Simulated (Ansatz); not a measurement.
# Ti2FeS4: the cost of one run

Computed with Ansatz 0.2.0 (DFT LDA+U (U_eff = 4 eV on Fe d, Ti d), plane waves, PAW, unless a step's input says otherwise).

The COD entry's cell or inner coordinates are ideal or old and differ from later refinements, so a difference from it is no clean test against experiment.

5 further runs of the same task are left out: 5 that didn't finish.

## Step 1: The starting structure

It takes space group C2/m (No. 12, monoclinic). The conventional cell has a = 13.340 Å, b = 3.437 Å, c = 5.953 Å, α = 90.00°, β = 116.40°, γ = 90.00°. Around Ti (site symmetry m) lie 6 S at 2.48 Å. Fe (site symmetry 2/m) has 6 S at 2.48 to 2.49 Å as nearest neighbours. S (site symmetry m) is surrounded by 3 Ti at 2.48 Å and 2 Fe at 2.48 Å. S (site symmetry m) is surrounded by 3 Ti at 2.48 Å and 1 Fe at 2.49 Å.

Structure file:

```cif
data_structure
_symmetry_space_group_name_H-M 'P 1'
_symmetry_Int_Tables_number 1
_cell_length_a 6.8876
_cell_length_b 6.8876
_cell_length_c 5.9530
_cell_angle_alpha 115.508
_cell_angle_beta 115.508
_cell_angle_gamma 28.897
_cell_volume 122.23
loop_
_atom_site_label
_atom_site_type_symbol
_atom_site_fract_x
_atom_site_fract_y
_atom_site_fract_z
_atom_site_occupancy
Ti1 Ti 0.75000 0.75000 0.75000 1
Ti2 Ti 0.25000 0.25000 0.25000 1
Fe1 Fe 0.00000 0.00000 0.00000 1
S1 S 0.62500 0.62500 0.95833 1
S2 S 0.37500 0.37500 0.04167 1
S3 S 0.12500 0.12500 0.45833 1
S4 S 0.87500 0.87500 0.54167 1
```

Magnetic order typed: ferromagnetic.

## Step 2: From atoms, symmetry kept, no search

input.yaml

```yaml
crystal:
  lattice:
    - [6.66979238, -1.71850005, 0.0]
    - [6.66979238, 1.71850005, 0.0]
    - [-2.64731115, 0.0, 5.33197475]
  atoms:
    - { symbol: Ti, position: [0.75, 0.75, 0.75], spin: 1.0 }
    - { symbol: Ti, position: [0.25, 0.25, 0.25], spin: 1.0 }
    - { symbol: Fe, position: [0.0, 0.0, 0.0], spin: 4.0 }
    - { symbol: S, position: [0.625, 0.625, 0.95833] }
    - { symbol: S, position: [0.375, 0.375, 0.04167] }
    - { symbol: S, position: [0.125, 0.125, 0.45833] }
    - { symbol: S, position: [0.875, 0.875, 0.54167] }
basis:
  ecutwfc: 420
  ecutrho_ratio: 4
kpoints:
  mp_grid: { grid: [6, 6, 4] }
hamiltonian:
  xc: lda
  hubbard:
    sites:
      - { site: 0, l: d, u_eff: 4.0 }
      - { site: 1, l: d, u_eff: 4.0 }
      - { site: 2, l: d, u_eff: 4.0 }
scf:
  occupations: { method: gaussian, width: 0.05 }
  lower_state_search: "off"
  max_iter: 150
output:
  forces: true
  stress: true
  eigenvalues: true
  populations: true
  hubbard: { sites: [{ site: 0, l: d }, { site: 1, l: d }, { site: 2, l: d }] }
magnetization:
  spin_polarized: true
```

Run with:

```sh
$ ansatz run input.yaml --threads 4 --pin off --max-ram 6144MiB --backend cpu --events-out ev --progress --plain --runs-dir out
```

Q: Estimate wall time and peak memory on 4 threads of Arm Neoverse V2, shared host.

About 23 s, with a peak of 0.82 GiB.
